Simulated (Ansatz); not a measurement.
# Mn2ZnAs2 (P-3m1): exact exchange against the cheap answer

Aim: see how the gap and pressure of Mn2ZnAs2 (P-3m1) move with the amount and range of exact exchange, and what each run costs.

Method: DFT at several levels, plane waves, PAW, in Ansatz 0.2.0.

2 further runs of the same task are left out: 1 that didn't finish, 1 set aside as unsound or not needed. Runs told in other sessions of the task aren't counted.

### Step 1. The starting structure

Symmetry: P-3m1, No. 164, trigonal system. The conventional cell has a = 4.056 Å, b = 4.056 Å, c = 6.711 Å, α = 90.00°, β = 90.00°, γ = 120.00°. Mn (site symmetry 3m) is surrounded by 4 As at 2.49 to 2.55 Å and 3 Mn at 2.77 Å. Around Zn (site symmetry -3m) lie 6 As at 2.84 Å. Around As (site symmetry 3m) lie 4 Mn at 2.49 to 2.55 Å and 3 Zn at 2.84 Å.

Structure file:

```
Mn Zn As
1.0
     4.05631    0.00000    0.00000
    -2.02816    3.51287    0.00000
     0.00000    0.00000    6.71105
Mn Zn As
2 1 2
Direct
  0.33333 0.66667 0.38997
  0.66667 0.33333 0.61003
  0.00000 0.00000 0.00000
  0.33333 0.66667 0.76112
  0.66667 0.33333 0.23888
```

An earlier run on this cell at PBE gave -2.97 GPa at 19.126 Å³/atom (6×6×4 mesh), no gap, spin moments in the atoms' spheres Mn 3.44, -3.44 μB. The large moments point both ways and cancel.

The cell stays fixed from here on.

Levels to run, all on a 6×6×4 mesh: PBE; PBE0 form (fraction 0.5); r²SCAN50. Hardware: 4 threads of Arm Neoverse V2, shared host.

### Step 2. PBE

input.yaml

```yaml
crystal:
  lattice:
    - [4.0563122572, 0.0, 0.0]
    - [-2.0281561286, 3.5128694604, 0.0]
    - [0.0, 0.0, 6.7110546156]
  atoms:
    - { symbol: Mn, position: [0.3333333333, 0.6666666667, 0.3899676374], spin: 3.78 }
    - { symbol: Mn, position: [0.6666666667, 0.3333333333, 0.6100322744], spin: -3.78 }
    - { symbol: Zn, position: [0.0, 0.0, 6.38e-08] }
    - { symbol: As, position: [0.3333333333, 0.6666666667, 0.7611221345] }
    - { symbol: As, position: [0.6666666667, 0.3333333333, 0.23887789] }
basis:
  ecutwfc: 420
  ecutrho_ratio: 4
kpoints:
  mp_grid: { grid: [6, 6, 4] }
hamiltonian:
  xc: pbe
scf:
  occupations: { method: gaussian, width: 0.05 }
  lower_state_search: "off"
output:
  forces: true
  stress: true
  eigenvalues: true
  populations: true
  write_density: true
  write_potential: true
  elf: true
  volumetric_format: npy
magnetization:
  spin_polarized: true
checkpoint:
  read: start.run
  write: ck
  compress: false
  write_wavefunctions: false
  write_every: 100000
```

It reads its starting density from start.run, saved by an earlier run on this cell.

Launch:

```bash
> ansatz run input.yaml --threads 4 --pin off --max-ram 8192MiB --backend cpu --events-out ev --progress --plain --runs-dir out
```

After this run come: PBE0 form (fraction 0.5); r²SCAN50.

What does the calculation give? Wanted: for each run, exact exchange; change of gap; pressure; largest spin moment.

As calculated:

| level | exact exchange | gap on the mesh (eV) | change of gap (eV) | pressure (GPa) | largest spin moment (μB) | wall time | CPU time |
| --- | --- | --- | --- | --- | --- | --- | --- |
| PBE | 0.00 | metal | 0 | -3.0 | 3.44 | 4.3 s | 16 s |
| PBE0 form (fraction 0.5) | 0.50 | 1.82 | +1.82 | 4.7 | 4.36 | 4 min | 15 min |
| r²SCAN50 | 0.50 | 1.89 | +1.89 | 5.0 | 4.39 | 6 min | 22 min |

Changes count from PBE. Times are on 4 threads of Arm Neoverse V2, shared host; the hybrid runs also made densities of states.

Exact exchange opens a gap in 2 of 2 runs, where PBE gives a metal. The pressure spans -3.0 to 5.0 GPa, negative where a level wants a smaller cell on this coarse mesh, whose own error is in all of them. «metal» means no gap on the mesh; bands that overlap can still move apart without opening one. The median run with exact exchange took 69 times the CPU time of the cheap one, which started from a converged state. The cutoffs differ: 500 eV for r²SCAN50, 420 eV otherwise. Gaps are over this coarse mesh alone, and total energies of different levels can't be compared. With a Hubbard U or exact exchange the result depends on the state in which the open shell ends, and a lower one can't be excluded. The program warned that the SCF threshold is loose for the stress of this hybrid run.
